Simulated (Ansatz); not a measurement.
# Ga27P26Se: the cost of one run

Computed with Ansatz 0.2.0 (DFT, PBE, plane-wave PAW, default files, scalar-relativistic, as far as a step names no other, unless a step's input says otherwise).

## 1. Starting point

Symmetry: F-43m, No. 216, cubic system. Conventional cell: a = 16.352 Å, b = 16.352 Å, c = 16.352 Å, α = 90.00°, β = 90.00°, γ = 90.00°. Ga (site symmetry 3m) has 1 Se at 2.36 Å and 3 P at 2.36 Å in its first shell of neighbours. Ga (site symmetry 2mm) has 4 P at 2.36 Å in its first shell of neighbours. Around Ga (site symmetry m) lie 4 P at 2.36 Å. Ga (site symmetry -43m) is surrounded by 4 P at 2.36 Å. Ga (site symmetry 3m) has 4 P at 2.36 Å in its first shell of neighbours. Around Se (site symmetry -43m) lie 4 Ga at 2.36 Å. P (site symmetry m) is surrounded by 4 Ga at 2.36 Å. P (site symmetry 3m) is surrounded by 4 Ga at 2.36 Å. Only part of the 10 independent sites is listed.

As a file:

```xyz
54
Lattice="0.0000 8.1758 8.1758 8.1758 0.0000 8.1758 8.1758 8.1758 0.0000" Properties=species:S:1:pos:R:3 pbc="T T T"
Ga    0.0000    0.0000    0.0000
Ga    2.7252    2.7252    0.0000
Ga    5.4505    5.4505    0.0000
Ga    2.7252    0.0000    2.7252
Ga    5.4505    2.7252    2.7252
Ga    8.1758    5.4505    2.7252
Ga    5.4505    0.0000    5.4505
Ga    8.1758    2.7252    5.4505
Ga   10.9010    5.4505    5.4505
Ga    0.0000    2.7252    2.7252
Ga    2.7252    5.4505    2.7252
Ga    5.4505    8.1758    2.7252
Ga    2.7252    2.7252    5.4505
Ga    5.4505    5.4505    5.4505
Ga    8.1758    8.1758    5.4505
Ga    5.4505    2.7252    8.1758
Ga    8.1758    5.4505    8.1758
Ga   10.9010    8.1758    8.1758
Ga    0.0000    5.4505    5.4505
Ga    2.7252    8.1758    5.4505
Ga    5.4505   10.9010    5.4505
Ga    2.7252    5.4505    8.1758
Ga    5.4505    8.1758    8.1758
Ga    8.1758   10.9010    8.1758
Ga    5.4505    5.4505   10.9010
Ga    8.1758    8.1758   10.9010
Ga   10.9010   10.9010   10.9010
Se    1.3626    1.3626    1.3626
P     4.0879    4.0879    1.3626
P     6.8131    6.8131    1.3626
P     4.0879    1.3626    4.0879
P     6.8131    4.0879    4.0879
P     9.5384    6.8131    4.0879
P     6.8131    1.3626    6.8131
P     9.5384    4.0879    6.8131
P    12.2636    6.8131    6.8131
P     1.3626    4.0879    4.0879
P     4.0879    6.8131    4.0879
P     6.8131    9.5384    4.0879
P     4.0879    4.0879    6.8131
P     6.8131    6.8131    6.8131
P     9.5384    9.5384    6.8131
P     6.8131    4.0879    9.5384
P     9.5384    6.8131    9.5384
P    12.2636    9.5384    9.5384
P     1.3626    6.8131    6.8131
P     4.0879    9.5384    6.8131
P     6.8131   12.2636    6.8131
P     4.0879    6.8131    9.5384
P     6.8131    9.5384    9.5384
P     9.5384   12.2636    9.5384
P     6.8131    6.8131   12.2636
P     9.5384    9.5384   12.2636
P    12.2636   12.2636   12.2636
```

Atom 28 of the input is the impurity.

## 2. Single point at the given positions

input.yaml reads:

```yaml
crystal:
  lattice:
    - [0.0, 8.17575, 8.17575]
    - [8.17575, 0.0, 8.17575]
    - [8.17575, 8.17575, 0.0]
  atoms:
    - { symbol: Ga, position: [0.0, 0.0, 0.0] }
    - { symbol: Ga, position: [0.0, 0.0, 0.3333333333] }
    - { symbol: Ga, position: [0.0, 0.0, 0.6666666667] }
    - { symbol: Ga, position: [0.0, 0.3333333333, 0.0] }
    - { symbol: Ga, position: [0.0, 0.3333333333, 0.3333333333] }
    - { symbol: Ga, position: [0.0, 0.3333333333, 0.6666666667] }
    - { symbol: Ga, position: [0.0, 0.6666666667, 0.0] }
    - { symbol: Ga, position: [0.0, 0.6666666667, 0.3333333333] }
    - { symbol: Ga, position: [0.0, 0.6666666667, 0.6666666667] }
    - { symbol: Ga, position: [0.3333333333, 0.0, 0.0] }
    - { symbol: Ga, position: [0.3333333333, 0.0, 0.3333333333] }
    - { symbol: Ga, position: [0.3333333333, 0.0, 0.6666666667] }
    - { symbol: Ga, position: [0.3333333333, 0.3333333333, 0.0] }
    - { symbol: Ga, position: [0.3333333333, 0.3333333333, 0.3333333333] }
    - { symbol: Ga, position: [0.3333333333, 0.3333333333, 0.6666666667] }
    - { symbol: Ga, position: [0.3333333333, 0.6666666667, 0.0] }
    - { symbol: Ga, position: [0.3333333333, 0.6666666667, 0.3333333333] }
    - { symbol: Ga, position: [0.3333333333, 0.6666666667, 0.6666666667] }
    - { symbol: Ga, position: [0.6666666667, 0.0, 0.0] }
    - { symbol: Ga, position: [0.6666666667, 0.0, 0.3333333333] }
    - { symbol: Ga, position: [0.6666666667, 0.0, 0.6666666667] }
    - { symbol: Ga, position: [0.6666666667, 0.3333333333, 0.0] }
    - { symbol: Ga, position: [0.6666666667, 0.3333333333, 0.3333333333] }
    - { symbol: Ga, position: [0.6666666667, 0.3333333333, 0.6666666667] }
    - { symbol: Ga, position: [0.6666666667, 0.6666666667, 0.0] }
    - { symbol: Ga, position: [0.6666666667, 0.6666666667, 0.3333333333] }
    - { symbol: Ga, position: [0.6666666667, 0.6666666667, 0.6666666667] }
    - { symbol: Se, position: [0.0833333333, 0.0833333333, 0.0833333333], spin: 1.0 }
    - { symbol: P, position: [0.0833333333, 0.0833333333, 0.4166666667] }
    - { symbol: P, position: [0.0833333333, 0.0833333333, 0.75] }
    - { symbol: P, position: [0.0833333333, 0.4166666667, 0.0833333333] }
    - { symbol: P, position: [0.0833333333, 0.4166666667, 0.4166666667] }
    - { symbol: P, position: [0.0833333333, 0.4166666667, 0.75] }
    - { symbol: P, position: [0.0833333333, 0.75, 0.0833333333] }
    - { symbol: P, position: [0.0833333333, 0.75, 0.4166666667] }
    - { symbol: P, position: [0.0833333333, 0.75, 0.75] }
    - { symbol: P, position: [0.4166666667, 0.0833333333, 0.0833333333] }
    - { symbol: P, position: [0.4166666667, 0.0833333333, 0.4166666667] }
    - { symbol: P, position: [0.4166666667, 0.0833333333, 0.75] }
    - { symbol: P, position: [0.4166666667, 0.4166666667, 0.0833333333] }
    - { symbol: P, position: [0.4166666667, 0.4166666667, 0.4166666667] }
    - { symbol: P, position: [0.4166666667, 0.4166666667, 0.75] }
    - { symbol: P, position: [0.4166666667, 0.75, 0.0833333333] }
    - { symbol: P, position: [0.4166666667, 0.75, 0.4166666667] }
    - { symbol: P, position: [0.4166666667, 0.75, 0.75] }
    - { symbol: P, position: [0.75, 0.0833333333, 0.0833333333] }
    - { symbol: P, position: [0.75, 0.0833333333, 0.4166666667] }
    - { symbol: P, position: [0.75, 0.0833333333, 0.75] }
    - { symbol: P, position: [0.75, 0.4166666667, 0.0833333333] }
    - { symbol: P, position: [0.75, 0.4166666667, 0.4166666667] }
    - { symbol: P, position: [0.75, 0.4166666667, 0.75] }
    - { symbol: P, position: [0.75, 0.75, 0.0833333333] }
    - { symbol: P, position: [0.75, 0.75, 0.4166666667] }
    - { symbol: P, position: [0.75, 0.75, 0.75] }
magnetization:
  spin_polarized: true
kpoints:
  mp_grid: { grid: [2, 2, 2] }
scf:
  occupations: { method: fermi_dirac, width: 0.01 }
hamiltonian:
  xc: pbe
  pseudopotentials: { kind: paw }
output:
  forces: true
  stress: true
  populations: true
  efg: { quadrupole_moments_barn: { Ga: 0.107 }, contact_densities: true }
```

Command:

```sh
> ansatz run input.yaml --threads 4 --pin off --max-ram 10240MiB --backend cpu --events-out ev --progress --plain --runs-dir out
```

**Question.** How long does this run take on 4 threads of Arm Neoverse V2, shared host, and how much memory does it need?

About 96 s, with a peak of 6.1 GiB.
